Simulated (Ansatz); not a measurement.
# CH₄TeZn: a ladder of functionals and wavefunction methods

An exercise on one series of results from a longer session: the logs are not shown, and one member is left open.

The runs use Ansatz 0.2.0, Gaussian basis; functionals in def2-TZVPP, the program's frozen cores in correlated methods.

The runs, in order: LDA (SPW92), PBE-D4, revPBE-D4, BLYP-D4, r2SCAN-D4, B97M-V, PBE0-D4, B3LYP-D4, r2SCANh-D4, r2SCAN0-D4, HSE06-D4, BHLYP-D4, CAM-B3LYP-D4, LC-ωPBE, ωB97X-V, ωB97M-V, B2PLYP, PBE-QIDH; CCSD(T)/def2-SVP; CCSD(T)/def2-TZVPP; MP2/def2-QZVPP; extrapolation to the limit; RPA on PBE.

## The relaxed structure

The geometry comes from an earlier relaxation with PBE0-D4 in a triple-zeta def2 set; it is a stationary point, not always the lowest conformer. Te takes the def2 core potential; no spin-orbit term is included.

SMILES `[CH3][Zn][TeH]`, 7 atoms, charge 0, spin multiplicity 1.

Atoms are counted from 1 here; the program's logs count them from 0.

Bond lengths: C1–Zn2 1.943 Å, C1–H4 1.092 Å, C1–H5 1.092 Å, C1–H6 1.092 Å, Zn2–Te3 2.493 Å, Te3–H7 1.660 Å. Angles: Zn2–C1–H4 110.6°, Zn2–C1–H5 110.2°, Zn2–C1–H6 110.5°, H4–C1–H5 108.4°, H4–C1–H6 108.6°, H5–C1–H6 108.4°, C1–Zn2–Te3 179.9°, Zn2–Te3–H7 88.5°.

The first run:

in.yaml

```yaml
crystal:
  periodic: [false, false, false]
  atoms:
    - {symbol: C, position_ang: [-1.251233, 0.536241, 0.247449]}
    - {symbol: Zn, position_ang: [0.549122, 0.044276, -0.294622]}
    - {symbol: Te, position_ang: [2.858925, -0.582693, -0.991798]}
    - {symbol: H, position_ang: [-1.917529, 0.566170, -0.616996]}
    - {symbol: H, position_ang: [-1.642336, -0.193225, 0.960090]}
    - {symbol: H, position_ang: [-1.252936, 1.518833, 0.723614]}
    - {symbol: H, position_ang: [2.717185, -1.957702, -0.073336]}
basis:
  gaussian: {orbitals: def2-TZVPP}
hamiltonian: {xc: lda}
output: {orbitals: {seedname: orbitals}}
```

Among the steps run: LDA; PBE-D4 (GGA); revPBE-D4 (GGA); BLYP-D4 (GGA); r2SCAN-D4 (meta-GGA); B97M-V (meta-GGA); PBE0-D4 (hybrid); B3LYP-D4 (hybrid); r2SCANh-D4 (hybrid); r2SCAN0-D4 (hybrid); HSE06-D4 (hybrid); BHLYP-D4 (hybrid); CAM-B3LYP-D4 (range-separated); LC-ωPBE-D4 (range-separated; the results give it without D4); ωB97X-V (range-separated); ωB97M-V (range-separated); B2PLYP (double hybrid); PBE-QIDH (double hybrid).

One table of the session follows, with a row left open; its other results are not shown here.

It belongs to the step «Orbital energies across the functionals». 

```
  functional  HOMO (eV)  gap (eV)
 LDA (SPW92)      -5.51      3.85
      PBE-D4      -5.36      3.87
   revPBE-D4      -5.30      3.90
     BLYP-D4      -5.18      3.77
   r2SCAN-D4          ?         ?
      B97M-V      -5.56      4.15
     PBE0-D4      -6.35      5.63
    B3LYP-D4      -6.13      5.17
  r2SCANh-D4      -5.96      4.99
  r2SCAN0-D4      -6.51      5.93
    HSE06-D4      -5.96      4.87
    BHLYP-D4      -7.17      7.15
CAM-B3LYP-D4      -7.54      7.68
     LC-ωPBE      -8.83     10.03
     ωB97X-V      -8.51      9.58
     ωB97M-V      -8.40      9.19
```

**Question.** Estimate the row for r2SCAN-D4.

Worked estimate for «HOMO (eV)». Against the share of exact exchange, r2SCANh-D4 (0.1, -5.96), r2SCAN0-D4 (0.25, -6.51) give a slope of -3.67 per unit share; at 0 the line stands at -5.59.

As computed: HOMO (eV): -5.60; gap (eV): 4.35. In «HOMO (eV)» the line misses by +0.01.
